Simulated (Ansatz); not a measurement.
# GaCO+ (singlet): from Hartree-Fock to the top rungs, cc-pVDZ

An exercise on one series of results from a longer session: the logs are not shown, and one member is left open.

Computed with Ansatz 0.2.0, Gaussian basis. Level: cc-pVDZ, core rule «outside noble gas», up to 16 orbitals frozen.

Plan: UHF; CCSD(T) on RHF; BCCD(T) on RHF; CISD; CCSDT(Q) on RHF; CASSCF and MRCISD+Q, 10 electrons in 11 orbitals; CASSCF and NEVPT2, 10 electrons in 11 orbitals.

25 further runs of the same task are left out: 4 for a known fault of the program, 8 that didn't finish, 13 set aside as unsound or not needed. Runs told in other sessions of the task aren't counted.

### The geometry

The geometry is a PBE0/def2-TZVP stationary point (not a proven minimum) of the parent state, kept for this charge and spin. No spin-orbit coupling is included. The filled d shell of Ga may be among the frozen orbitals whatever the setting's name suggests.

3 atoms, charge 1, spin multiplicity 1.

Atoms are counted from 1 here; the program's logs count them from 0.

Bond lengths: Ga1–C2 2.188 Å, C2–O3 1.145 Å. Angles: Ga1–C2–O3 180.0°.

Set-up of the first run:

File in.yaml:

```yaml
crystal:
  periodic: [false, false, false]
  atoms:
    - {symbol: Ga, position_ang: [0.000000, 0.000000, 1.840547]}
    - {symbol: C, position_ang: [0.000000, 0.000000, -0.347787]}
    - {symbol: O, position_ang: [0.000000, 0.000000, -1.492760]}
basis:
  gaussian: {orbitals: cc-pVDZ}
total_charge: 1
magnetization: {spin_polarized: true, initial_magnetization: 0}
hamiltonian: {xc: hf}
output: {orbitals: {seedname: orbitals}}
```

Started as:

```sh
ansatz run in.yaml --threads 1 --pin off --events-out ev --progress --plain --max-ram 2393MiB
```

Among the steps run: UHF; CCSD(T) on RHF; BCCD(T) on RHF; CISD; CCSDT(Q) on RHF; CASSCF and MRCISD+Q, 10 electrons in 11 orbitals; CASSCF and NEVPT2, 10 electrons in 11 orbitals.

One of the session's tables, all rows but one given; the rest of the session is left out.

```
          method  from RCCSDT(Q) (meV)
             RHF                     ?
            RMP2                +813.2
           RCCSD                +420.3
        RCCSD(T)                 +55.3
         BCCD(T)                 +52.4
          RCCSDT                 +40.8
       RCCSDT(Q)                     0
  CASSCF valence               +4844.8
  NEVPT2 valence                +898.1
  MRCISD valence                +286.1
MRCISD+Q valence                 +57.1
```

**Question.** Estimate the row for RHF.

As computed: from RCCSDT(Q) (meV): +9867.6. In the column «from RCCSDT(Q) (meV)» it is the highest.

Not comparable, so not listed: CISD (they don't share determinant, frozen orbitals or solution with the rows shown, or repeat one).
